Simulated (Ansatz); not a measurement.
What does this script print? It uses Ansatz 0.2.0, Python API.

Script `terms_mo2rh.py`:
```python
"""Taking single terms out of the free energy of Mo2Rh."""

import ansatz as az

lattice = az.Lattice.of(
    (0.0, 1.97375, 6.2088),
    (1.87533, 0.0, 6.2088),
    (1.87533, 1.97375, 0.0),
)
sites = [
    ("Mo", (0.34058, 0.34058, 0.65942)),
    ("Mo", (0.65942, 0.65942, 0.34058)),
    ("Rh", (0.0, 0.0, 0.0)),
]
system = az.Crystal(lattice=lattice)
for symbol, position in sites:
    system = system.atom(symbol, position)

model = (
    system.calculation()
    .kpoints(spacing=0.2)
    .occupations("Fermi-Dirac", width=0.05)
)
with_term = model.functional("pbesol", dispersion="d3bj").basis(420).cutoff_correction(670).run().report
without = model.functional("pbesol").basis(420).run().report
finer = model.functional("pbesol").basis(670).run().report
removed = az.free_energy_without(with_term, az.EnergyTerm.DISPERSION)
print(f"dispersion term            {with_term['components']['e_disp']:.5f} eV")
print(f"F less dispersion          {removed:.5f} eV, run without it {without['free_energy_ev']:.5f} eV")
print(f"F less smearing term       {az.free_energy_without(without, az.EnergyTerm.SMEARING):.5f} eV")
print(f"estimated gain to 670 eV   {with_term['cutoff_correction']['energy_ev']:.5f} eV, found {finer['free_energy_ev'] - without['free_energy_ev']:.5f} eV")
```

```console
$ python terms_mo2rh.py
dispersion term            -1.97614 eV
F less dispersion          -16133.78811 eV, run without it -16133.78811 eV
F less smearing term       -16133.77389 eV
estimated gain to 670 eV   -0.00349 eV, found -0.00350 eV
```

Reading the output:
- Total energies depend on the potentials; only differences at equal settings carry meaning. A total without «per atom» is that of the whole cell that was run.
- Spin is left out of this run.
- Dispersion corrections can be off by several per cent in the lattices of metals, and by several GPa in the pressure at a fixed cell.
- This cell is a computed structure, which may not be the phase found in nature.
- Run time: 61 s on 1 thread of Arm Neoverse V1, on a shared host, peak memory 0.76 GiB.
